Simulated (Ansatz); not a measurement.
# LiPt12: the cost of one run

All numbers below are computed with Ansatz 0.2.0 (DFT PBE, plane waves, PAW, scalar-relativistic, no spin polarisation).

## 1. The starting structure

The cell holds 13 atoms (LiPt12): a = 5.544 Å, b = 5.544 Å, c = 15.526 Å, α = 90.00°, β = 90.00°, γ = 60.00°.

Coordinates:

```
CELL_PARAMETERS angstrom
5.54372 0.00000 0.00000
2.77186 4.80100 0.00000
0.00000 0.00000 15.52643
ATOMIC_POSITIONS crystal
Pt 0.16667 0.16667 0.06441
Pt 0.66667 0.16667 0.06441
Pt 0.16667 0.66667 0.06441
Pt 0.66667 0.66667 0.06441
Pt 0.83333 0.33333 0.21017
Pt 0.33333 0.33333 0.21017
Pt 0.83333 0.83333 0.21017
Pt 0.33333 0.83333 0.21017
Pt 0.00000 0.00000 0.35594
Pt 0.50000 0.00000 0.35594
Pt 0.00000 0.50000 0.35594
Pt 0.50000 0.50000 0.35594
Li 0.16110 0.66523 0.49827
```

## 2. Relaxing end A

File input.yaml:

```yaml
crystal:
  lattice:
    - [5.543717, 0.0, 0.0]
    - [2.771859, 4.801, 0.0]
    - [0.0, 0.0, 15.526426]
  atoms:
    - { symbol: Pt, position: [0.1666667, 0.1666667, 0.0644063] }
    - { symbol: Pt, position: [0.6666667, 0.1666667, 0.0644063] }
    - { symbol: Pt, position: [0.1666667, 0.6666667, 0.0644063] }
    - { symbol: Pt, position: [0.6666667, 0.6666667, 0.0644063] }
    - { symbol: Pt, position: [-0.1666667, 0.3333333, 0.2101716] }
    - { symbol: Pt, position: [0.3333333, 0.3333333, 0.2101716] }
    - { symbol: Pt, position: [-0.1666667, 0.8333333, 0.2101716] }
    - { symbol: Pt, position: [0.3333333, 0.8333333, 0.2101716] }
    - { symbol: Pt, position: [0.0, 0.0, 0.3559368] }
    - { symbol: Pt, position: [0.5, 0.0, 0.3559368] }
    - { symbol: Pt, position: [0.0, 0.5, 0.3559368] }
    - { symbol: Pt, position: [0.5, 0.5, 0.3559368] }
    - { symbol: Li, position: [0.1611011, 0.6652271, 0.4982748] }
basis:
  ecutwfc: 420.0
kpoints:
  mp_grid: { grid: [4, 4, 1] }
hamiltonian:
  xc: pbe
scf:
  occupations: { method: gaussian, width: 0.15 }
  lower_state_search: "off"
relax:
  f_tol: 0.03
  max_steps: 60
  adjacent_minimum: "off"
  constraints: [{ sites: [0, 1, 2, 3] }]
output:
  write_density: true
  write_potential: true
  elf: true
  volumetric_format: npy
```

On the command line:

```bash
> ansatz run input.yaml --threads 4 --pin off --max-ram 10240MiB --backend cpu --events-out ev --progress --plain --runs-dir out
```

Q: Estimate wall time and peak memory on 4 threads of Arm Neoverse V1, shared host.

About 62 s, with a peak of 1.6 GiB.
